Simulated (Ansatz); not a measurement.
# Fe3Ge (Pm-3m) in Ansatz: reference runs

Reference runs on Fe3Ge: the cell as given and a disturbed copy.

All numbers are computed with Ansatz 0.2.0; they aren't measurements. Logs are shortened: lines on timing, memory, paths and dates and some standing lists are left out, and cuts for length are marked.

## Step 1: The structure

Symmetry: Pm-3m, No. 221, cubic system. The conventional cell has a = 3.661 Å, b = 3.661 Å, c = 3.661 Å, α = 90.00°, β = 90.00°, γ = 90.00°. Ge (site symmetry m-3m) is surrounded by 12 Fe at 2.59 Å. Around Fe (site symmetry 4/mmm) lie 4 Ge at 2.59 Å and 8 Fe at 2.59 Å.

The cell comes from a database or a generator and needn't be the stable form of this composition.

## Step 2: Single point, PBEsol, collinear spin, ferromagnetic start

Input file input.yaml:

```yaml
crystal:
  lattice:
    - [3.66050052, 0.0, 0.0]
    - [0.0, 3.66050052, 0.0]
    - [0.0, 0.0, 3.66050052]
  atoms:
    - { symbol: Ge, position: [0.0, 0.0, 0.0] }
    - { symbol: Fe, position: [0.5, 0.0, 0.5], spin: 3.0 }
    - { symbol: Fe, position: [0.5, 0.5, 0.0], spin: 3.0 }
    - { symbol: Fe, position: [0.0, 0.5, 0.5], spin: 3.0 }
kpoints:
  mp_grid: { grid: [7, 7, 7] }
scf:
  occupations: { method: fermi_dirac, width: 0.05 }
hamiltonian:
  xc: pbesol
  pseudopotentials: { kind: all_electron, lapw: { basis_error: 0.001 } }
magnetization:
  spin_polarized: true
output:
  forces: true
  stress: true
  eigenvalues: true
  populations: true
```

Potentials or basis: all-electron LAPW, scalar-relativistic.

Started as:

```sh
$ ansatz run input.yaml --threads 4 --pin off --max-ram 12288MiB --backend cpu --events-out ev --progress --plain --runs-dir out
```

The log of the run:

```text
Warning: RAYON_NUM_THREADS=4 ignored (pool sized by the plan → 4); use --threads N
Ge: projections on atomic orbitals take those of the free atom 1s2 2s2 2p6 3s2 3p6 3d10 4s2 4p2, of charge +0.00 (hamiltonian.pseudopotentials.projection_atoms)
Fe: projections on atomic orbitals take those of the free atom 1s2 2s2 2p6 3s2 3p6 3d6 4s2, of charge +0.00 (hamiltonian.pseudopotentials.projection_atoms)
LAPW: plane waves up to 8.557 Å⁻¹, error target 1.0e-3 eV per atom; small_component_spin mean_spin; Fe in spheres of 1.294 Å, 16 of its electrons in bands, Dirac shells []; Ge in spheres of 1.294 Å, 22 of its electrons in bands, Dirac shells [] (how accurate: hamiltonian.pseudopotentials.lapw.basis_error, Limitations)
Engine: ansatz 0.2.0, aarch64-unknown-linux-gnu
Pseudopotentials: kind: all_electron
Pseudopotential: Ge, LAPW, valence charge 22, lapw/all_electron/scalar/gaussian/Ge, Koelling and Harmon's equation, gaussian nucleus
Pseudopotential: Fe, LAPW, valence charge 16, lapw/all_electron/scalar/gaussian/Fe, Koelling and Harmon's equation, gaussian nucleus
Functional definition: PBEsol
  exchange = pbesol_x
  correlation = pbesol_c
Crystal: 4 atoms, lattice volume = 49.048 Å³
Basis set: ecut = 278.95315556279036 eV, 485 PW (Γ), exchange–correlation at level 2
Bands: 48, of which v1, the nominal top of the filled ones, is band 35 counted from 1 (34 counted from 0)
Symmetry: 48 space group operations
Space group: Pm-3m (ITA 221), of the structure as read, at distance tolerance 3.7e-5 Å
Magnetic group: BNS 221.92 (UNI 1594), of the structure as read, at distance tolerance 3.7e-5 Å
k-points: 20 of 343
Non-local potential: Ge, projectors of the file, none
Non-local potential: Fe, projectors of the file, none
Initial density: superposition of atomic densities (chi_scale 0.1, normalization cell)
Starting moments: Σ|m| = 9 μB on 3 of 4 sites
Initial wavefunctions: plane waves of lowest kinetic energy (no species holds an atomic orbital)
Functional: x = pbesol(κ = 0.804, μ = 0.12345679012345678), c = pbesol(β = 0.046)
iter 1 solved again at ethr=1.19e-3 eV; its pass at ethr=1.00e-1 eV (dr2=8.35e-1 eV) is discarded
SCF iter   1: F=—  HF=-160883.001818 eV  |F-HF|=—  |Δ(HF+E_count)|=         —  Δρ=3.44e-2 (↑2.70e-2 ↓3.44e-2)  dr2=8.34e-1  dr2_m=3.49e-1  M=6.552 μB ∫|m|=6.896 μB  β_m=0.30  ethr=1.19e-3  ⟨swp⟩=2.0  Hψ=13327  notcnv=0
Mixer restart at iter 1: flushing history
preconditioner: auto → Kerker (q_TF=auto, 2.895 Å⁻¹)  [metal: Δε(μ)=0.009 eV  Ē_g=14.257 eV  σ=0.050 eV  W_gap=0.05  n_scr=18 (ndim 8)  ℏωp=32.7 eV  f_vac=0.000  D(μ)=3.69/eV (n_scr^D=32)]
spin=Collinear: Kerker preconditioning applied to the charge; magnetization (m = ρ↑ − ρ↓) channel mixes plain (no charge-response kernel on spin).
SCF iter   2: F=—  HF=-160882.814317 eV  |F-HF|=—  |Δ(HF+E_count)|=   1.88e-1  Δρ=2.50e-2 (↑1.96e-2 ↓2.50e-2)  dr2=4.70e-1  dr2_m=1.82e-1  M=6.496 μB ∫|m|=6.871 μB  β_m=0.64  ethr=1.19e-3  ⟨swp⟩=2.0  Hψ=5694  notcnv=0
SCF iter   3: F=—  HF=-160882.752218 eV  |F-HF|=—  |Δ(HF+E_count)|=   6.21e-2  Δρ=3.89e-3 (↑3.39e-3 ↓3.89e-3)  dr2=6.50e-2  dr2_m=5.31e-4  M=6.398 μB ∫|m|=6.864 μB  β_m=0.55  ethr=6.71e-4  ⟨swp⟩=2.6  Hψ=5824  notcnv=0
SCF iter   4: F=—  HF=-160882.684568 eV  |F-HF|=—  |Δ(HF+E_count)|=         —  Δρ=1.87e-3 (↑1.76e-3 ↓1.87e-3)  dr2=1.32e-2  dr2_m=6.34e-5  M=6.408 μB ∫|m|=6.879 μB  β_m=0.55  ethr=9.29e-5  ⟨swp⟩=2.0  Hψ=5520  notcnv=0
Mixer restart at iter 4: flushing history
the basis was enlarged: its passes take 1.9 MiB over the memory plan, 4 of 4 planned eigensolver slots
SCF iter   5: F=—  HF=-160882.688090 eV  |F-HF|=—  |Δ(HF+E_count)|=   3.52e-3  Δρ=1.62e-3 (↑1.62e-3 ↓1.41e-3)  dr2=1.19e-2  dr2_m=3.57e-5  M=6.414 μB ∫|m|=6.892 μB  β_m=0.61  ethr=1.88e-5  ⟨swp⟩=2.0  Hψ=5361  notcnv=0
SCF iter   6: F=—  HF=-160882.686881 eV  |F-HF|=—  |Δ(HF+E_count)|=   1.21e-3  Δρ=9.63e-4 (↑9.22e-4 ↓9.63e-4)  dr2=4.01e-3  dr2_m=4.54e-6  M=6.409 μB ∫|m|=6.887 μB  β_m=0.61  ethr=1.70e-5  ⟨swp⟩=2.0  Hψ=5359  notcnv=0
SCF iter   7: F=—  HF=-160882.686555 eV  |F-HF|=—  |Δ(HF+E_count)|=   3.26e-4  Δρ=4.73e-4 (↑4.73e-4 ↓4.33e-4)  dr2=1.17e-3  dr2_m=6.57e-7  M=6.414 μB ∫|m|=6.897 μB  β_m=0.61  ethr=5.74e-6  ⟨swp⟩=2.0  Hψ=5363  notcnv=0
SCF iter   8: F=—  HF=-160882.686423 eV  |F-HF|=—  |Δ(HF+E_count)|=   1.32e-4  Δρ=2.15e-4 (↑1.91e-4 ↓2.15e-4)  dr2=2.25e-4  dr2_m=4.23e-7  M=6.414 μB ∫|m|=6.897 μB  β_m=0.59  ethr=1.67e-6  ⟨swp⟩=2.0  Hψ=5365  notcnv=0
iter 9 solved again at ethr=9.17e-9 eV; its pass at ethr=3.21e-7 eV (dr2=6.42e-6 eV) is discarded
SCF iter   9: F=—  HF=-160882.686383 eV  |F-HF|=—  |Δ(HF+E_count)|=   4.00e-5  Δρ=6.29e-5 (↑4.48e-5 ↓6.29e-5)  dr2=6.41e-6  dr2_m=1.80e-7  M=6.414 μB ∫|m|=6.896 μB  β_m=0.80  ethr=9.17e-9  ⟨swp⟩=2.0  Hψ=9147  notcnv=0
SCF iter  10: F=—  HF=-160882.686388 eV  |F-HF|=—  |Δ(HF+E_count)|=   4.88e-6  Δρ=1.05e-5 (↑1.05e-5 ↓8.91e-6)  dr2=1.69e-7  dr2_m=3.06e-9  M=6.413 μB ∫|m|=6.896 μB  β_m=0.90  ethr=9.15e-9  ⟨swp⟩=2.5  Hψ=5388  notcnv=0
SCF iter  11: F=—  HF=-160882.686388 eV  |F-HF|=—  |Δ(HF+E_count)|=   7.16e-9  Δρ=4.45e-6 (↑4.45e-6 ↓3.81e-6)  dr2=3.88e-8  dr2_m=1.76e-10  M=6.414 μB ∫|m|=6.896 μB  β_m=0.95  ethr=2.42e-10  ⟨swp⟩=2.0  Hψ=5366  notcnv=0
SCF iter  12: F=-160882.686388 eV  HF=-160882.686388 eV  |F-HF|=1.95e-8  |Δ(HF+E_count)|=   5.33e-9  Δρ=1.62e-6 (↑1.50e-6 ↓1.62e-6)  dr2=8.42e-9  dr2_m=7.56e-12  M=6.414 μB ∫|m|=6.896 μB  ethr=5.54e-11  ⟨swp⟩=2.0  Hψ=5366  notcnv=0
SCF 1 converged in 12 iterations: F = -160882.686388 eV  dr2 = 8.42e-9
SCF converged after 12 iterations
Magnetization: 6.4135 μB (38.2068 up, 31.7932 down)
Absolute magnetization: 6.8958 μB (∫|ρ↑−ρ↓|)
Spin contamination: 0.1147 ħ² per cell (⟨S²⟩ above its minimum at these occupations)
Per-site moments (μB) at R_I (Å): [(-0.1463896611600859, 1.2941823508296133), (2.2152756127295152, 1.2941823508296133), (2.2152756127295152, 1.2941823508296133), (2.2152756127295152, 1.2941823508296133)]
Free energy (F): -160882.686388 eV
Harris-Foulkes:  -160882.686388 eV  (|F-HF|=1.95e-8)
Internal energy: -160882.658724 eV  (E = F + TS)
E sigma→0 (E₀):  -160882.672556 eV
Entropy (-TS):   -0.027664 eV (-6.916 meV/atom)
Fermi energy:    18.415104 eV
--- Per-component energies (eV) ---
  E_band       = -1518.579262
  E_kinetic    = 163479.946280
  E_xc         = -6600.552241
  E_electrostatic = -317762.052763  (all electrons and nuclei)
  E_smearing   = -0.027664  (= −TS)
  E_closure    = 0.000000  (closes the sum)
  E_atoms      = -160848.017351  (free atoms, spherical and without spin; not in F)
  Σ components = -160882.686388   (vs F -160882.686388, Δ=0.00e0)
  Basis errors (estimates in eV, not in F): energy 2.4e-4 per atom: plane waves 2.0e-4 (1.0e-4 summed), levels above the bands 2.5e-105, relativity 5.7e-9, radial functions 4.5e-5, core shells 2.4e-9; eigenvalues (radial functions only) 9.6e-7; not estimated: angular momenta, meshes, grids; target (lapw.basis_error) 1.0e-3; muffin-tin radii Fe 1.294 Å, Ge 1.294 Å
--- Forces (eV/Å), atoms counted from 1 ---
  atom   1  Ge    -0.00000000     0.00000000     0.00000000
  atom   2  Fe    -0.00000000    -0.00000000    -0.00000000
  atom   3  Fe     0.00000000     0.00000000    -0.00000000
  atom   4  Fe     0.00000000     0.00000000    -0.00000000
  max |Σ_I F_I| component: 2.96e-31 eV/Å
--- Stress (GPa, compression-positive) ---
      -11.560877       0.000000       0.000000
        0.000000     -11.560877       0.000000
        0.000000       0.000000     -11.560877
  P = ⅓ Tr σ = -11.5609 GPa (-115.609 kbar)
--- Band table (eV; the first three rows and the last of 40) ---
  k-point 0 ↑: bands = ["-145.1002", "-92.4088", "-92.4088", "-92.4088", "-69.7040", "-69.6502", "-69.6502", "-35.9743", "-35.9743", "-35.9743", "-35.8566", "-35.8566", "-35.8566", "-35.7530", "-35.7530", "-35.7530", "-6.3846", "-6.3846", "-6.3788", "-6.3788", "-6.3788", "6.1961", "12.7774", "14.0768", "14.0768", "14.3802", "14.3802", "14.3802", "16.2639", "16.2639", "16.2639", "16.9845", "16.9845", "17.1551", "17.1551", "17.1551", "17.7162", "18.0684", "18.0684", "18.0684", "21.3416", "24.9234", "24.9234", "27.7223", "27.7223", "27.7223", "30.9127", "30.9127"]
  k-point 1 ↑: bands = ["-145.1002", "-92.4088", "-92.4088", "-92.4088", "-69.7017", "-69.6525", "-69.6501", "-35.9682", "-35.9682", "-35.9647", "-35.8584", "-35.8584", "-35.8571", "-35.7639", "-35.7573", "-35.7573", "-6.3838", "-6.3810", "-6.3786", "-6.3785", "-6.3785", "6.4077", "12.8430", "13.7499", "14.2353", "14.3499", "14.3499", "14.4410", "15.9449", "15.9449", "16.1909", "16.4487", "16.9658", "16.9811", "17.2266", "17.2266", "17.6108", "18.0686", "18.5302", "18.5302", "21.9251", "24.8919", "25.5187", "27.2790", "27.2790", "27.3145", "30.1751", "30.3096"]
  k-point 2 ↑: bands = ["-145.1002", "-92.4088", "-92.4088", "-92.4088", "-69.6953", "-69.6589", "-69.6501", "-35.9525", "-35.9525", "-35.9380", "-35.8641", "-35.8641", "-35.8583", "-35.7935", "-35.7674", "-35.7674", "-6.3822", "-6.3782", "-6.3778", "-6.3778", "-6.3731", "6.9981", "12.2296", "13.4792", "14.2354", "14.2354", "14.6001", "14.6587", "15.7200", "15.7200", "15.9736", "16.0045", "16.6563", "16.9399", "16.9531", "16.9531", "17.3396", "18.0693", "19.7404", "19.7404", "22.2422", "24.8063", "25.6884", "25.7256", "25.7256", "28.6927", "28.9618", "30.8353"]
  k-point 19 ↓: bands = ["-145.1077", "-92.4187", "-92.4187", "-92.4187", "-67.1562", "-67.1533", "-67.1533", "-33.5533", "-33.5506", "-33.5506", "-33.5230", "-33.3543", "-33.3543", "-33.3526", "-33.2328", "-33.2328", "-6.4092", "-6.4092", "-6.4091", "-6.3837", "-6.3837", "9.1822", "13.7952", "14.3092", "14.3092", "15.3910", "15.3910", "15.6440", "17.4743", "17.4743", "17.5530", "17.5984", "18.7959", "18.7959", "18.9318", "19.0492", "19.0492", "19.8909", "19.8909", "19.8967", "20.5078", "23.8222", "23.8222", "24.4401", "32.9486", "32.9486", "33.1122", "36.2110"]
--- Löwdin populations: 4 sites ---
  site symbol       q [e]    m [muB]
     0     Ge     32.7253    -0.2626
     1     Fe     25.5681     2.2491
     2     Fe     25.5681     2.2491
     3     Fe     25.5681     2.2491
  spilling = 0.005185 (of n_electrons = 110.000000)
```

Run time: 11 s. Hardware: 4 threads of Arm Neoverse V2, shared host; peak memory 0.61 GiB.

Results:

```yaml
Free_energy: -160882.6864 eV
Pressure: -11.6 GPa
Band_gap_on_the_k_mesh: none (metal or under the smearing width)
Net_moment: 6.41 μB per cell
Absolute_moment: 6.90 μB per cell
Site_moments: Ge -0.15; Fe +2.22 μB
Loewdin_charges: Ge -0.73; Fe +0.43 e
```

Levels at points of the mesh, in eV from the Fermi level:
Spin up:
```csv
k point,band 36,band 37,band 38,band 39,band 40,band 41
"(0.00, 0.00, 0.00)",-1.26,-0.70,-0.35,-0.35,-0.35,2.93
```
Spin down:
```csv
k point,band 28,band 29,band 30,band 31,band 32,band 33,band 34,band 35,band 36,band 37
"(0.00, 0.00, 0.00)",-2.44,-1.21,-1.21,-1.21,0.17,0.17,0.17,1.30,1.30,1.44
```

Caveat: the atomic charges don't sum to the cell's charge.

[end of part 1 of 2]
